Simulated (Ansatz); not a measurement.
# HfSi+ (sextet): from Hartree-Fock to the top rungs at distance Hf1–Si2 = 1.983 Å, def2-SVP

One table from this session's results is given with a row withheld; the runs are named, their logs left out.

Computed with Ansatz 0.2.0, Gaussian basis. Level: def2-SVP, core rule «outside noble gas», up to 9 orbitals frozen.

To be run: UHF; CCSD(T) on ROHF; CCSD(T) on UHF; CISD as a restricted active space (open shells left free, so some higher excitations enter); CCSDT(Q) on ROHF; CCSDT(Q) on UHF; CASSCF and MRCISD+Q, 7 electrons in 7 orbitals; CASSCF and NEVPT2, 7 electrons in 7 orbitals.

34 further runs of the same task are left out: 20 for a known fault of the program, 14 that didn't finish. Runs told in other sessions of the task aren't counted.

## The system

The geometry derives from a PBE0/def2-TZVP stationary point (not a proven minimum). One bond is set to the value named and the two fragments are kept rigid. No spin-orbit coupling is included. Elements past krypton take def2 core potentials.

2 atoms, charge 1, spin multiplicity 6.

Atoms are counted from 1 here; the program's logs count them from 0.

Bond lengths: Hf1–Si2 1.983 Å.

The first run:

File in.yaml:

```yaml
crystal:
  periodic: [false, false, false]
  atoms:
    - {symbol: Hf, position_ang: [0.000000, 0.000000, 0.000000]}
    - {symbol: Si, position_ang: [0.000000, 0.000000, 1.983000]}
basis:
  gaussian: {orbitals: def2-SVP}
total_charge: 1
magnetization: {spin_polarized: true, initial_magnetization: 5}
hamiltonian: {xc: hf}
output: {orbitals: {seedname: orbitals}}
```

Run with:

```
$ ansatz run in.yaml --threads 1 --pin off --events-out ev --progress --plain --max-ram 4096MiB --backend cpu
```

Among the steps run: UHF; CCSD(T) on ROHF; CCSD(T) on UHF; CISD as a restricted active space (open shells left free, so some higher excitations enter); CCSDT(Q) on ROHF; CCSDT(Q) on UHF; CASSCF and MRCISD+Q, 7 electrons in 7 orbitals; CASSCF and NEVPT2, 7 electrons in 7 orbitals.

One of the session's tables, all rows but one given; the rest of the session is left out.

| method | from RCCSDT(Q) (meV) |
| --- | --- |
| ROHF | +3022.2 |
| UHF | +2925.4 |
| RMP2 | ? |
| UMP2 | +582.7 |
| RCCSD | +142.2 |
| UCCSD | +69.0 |
| RCCSD(T) | +29.1 |
| UCCSD(T) | -42.6 |
| RCCSDT | +5.9 |
| UCCSDT | -65.8 |
| RCCSDT(Q) | 0 |
| UCCSDT(Q) | -71.9 |
| CASSCF pair | +2663.0 |
| NEVPT2 pair | +764.7 |
| MRCISD pair | +210.4 |
| MRCISD+Q pair | +22.0 |

Estimate the missing values for RMP2.

As computed: from RCCSDT(Q) (meV): +646.0. In the column «from RCCSDT(Q) (meV)» it lies between UMP2 (+582.7) and NEVPT2 pair (+764.7).

Not comparable, so not listed: CISD as a restricted active space (open shells left free, so some higher excitations enter) (they don't share determinant, frozen orbitals or solution with the rows shown, or repeat one).

Limits of these values: Restricted and unrestricted rows rest on different reference determinants; a gap between their highest levels can come from leftover correlation error, from unlike frozen cores or from another state.
